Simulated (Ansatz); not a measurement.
# AlH7OSSi2: the cost of one run

Program: Ansatz 0.2.0. Level of theory: RKS PBE0/STO-3G. These are calculated values, not measurements.

## Step 1: The structure to begin with

Bond lengths: Al1–Si2 2.302 Å, Si2–S3 2.121 Å, Si2–O4 1.707 Å, O4–Si5 1.717 Å, Al1–H6 1.594 Å, Al1–H7 1.642 Å, Si2–H8 1.446 Å, S3–H9 1.382 Å, Si5–H10 1.429 Å, Si5–H11 1.466 Å, Si5–H12 1.472 Å. Angles (14 of 17 angles, heavy atoms first): Al1–Si2–S3 107.9°, Al1–Si2–O4 111.0°, S3–Si2–O4 107.3°, Si2–O4–Si5 108.2°, Al1–Si2–H8 108.0°, S3–Si2–H8 109.0°, O4–Si2–H8 113.5°, Si2–Al1–H6 120.8°, Si2–Al1–H7 117.4°, Si2–S3–H9 94.4°, O4–Si5–H10 110.0°, O4–Si5–H11 107.2°, O4–Si5–H12 111.0°, H6–Al1–H7 111.3°.

Structure file:

```xyz
12

Al   -1.3650    1.7576    1.4195
Si   -0.0567    0.0688    0.5612
S     1.9728    0.6533    0.7561
O    -0.3618   -0.1545   -1.1039
Si    0.1703   -1.7275   -1.5398
H    -1.4049    2.0418    2.9874
H    -1.4567    3.1527    0.5586
H    -0.2826   -1.1195    1.3543
H     1.8356    1.7760   -0.0387
H    -0.1040   -1.9698   -2.9210
H     1.6135   -1.7808   -1.2896
H    -0.4835   -2.7532   -0.7101
```

## Step 2: Relaxing the start

input.yaml

```yaml
crystal:
  periodic: [false, false, false]
  atoms:
    - { symbol: Al, position_ang: [-1.365, 1.7576, 1.4195] }
    - { symbol: Si, position_ang: [-0.0567, 0.0688, 0.5612] }
    - { symbol: S, position_ang: [1.9728, 0.6533, 0.7561] }
    - { symbol: O, position_ang: [-0.3618, -0.1545, -1.1039] }
    - { symbol: Si, position_ang: [0.1703, -1.7275, -1.5398] }
    - { symbol: H, position_ang: [-1.4049, 2.0418, 2.9874] }
    - { symbol: H, position_ang: [-1.4567, 3.1527, 0.5586] }
    - { symbol: H, position_ang: [-0.2826, -1.1195, 1.3543] }
    - { symbol: H, position_ang: [1.8356, 1.776, -0.0387] }
    - { symbol: H, position_ang: [-0.104, -1.9698, -2.921] }
    - { symbol: H, position_ang: [1.6135, -1.7808, -1.2896] }
    - { symbol: H, position_ang: [-0.4835, -2.7532, -0.7101] }
basis:
  gaussian: { orbitals: STO-3G }
hamiltonian:
  xc: pbe0
relax:
  f_tol: 0.02
  max_steps: 40
scf:
  lower_state_search: "off"
output:
  orbitals: {}
```

The run is started by

```sh
$ ansatz run input.yaml --threads 1 --pin off --max-ram 2048MiB --backend cpu --events-out ev --progress --plain --runs-dir out
```

Q: Estimate wall time and peak memory on 1 thread of Intel Xeon Platinum 8488C (Sapphire Rapids), shared host.

About 93 s, with a peak of 0.15 GiB.
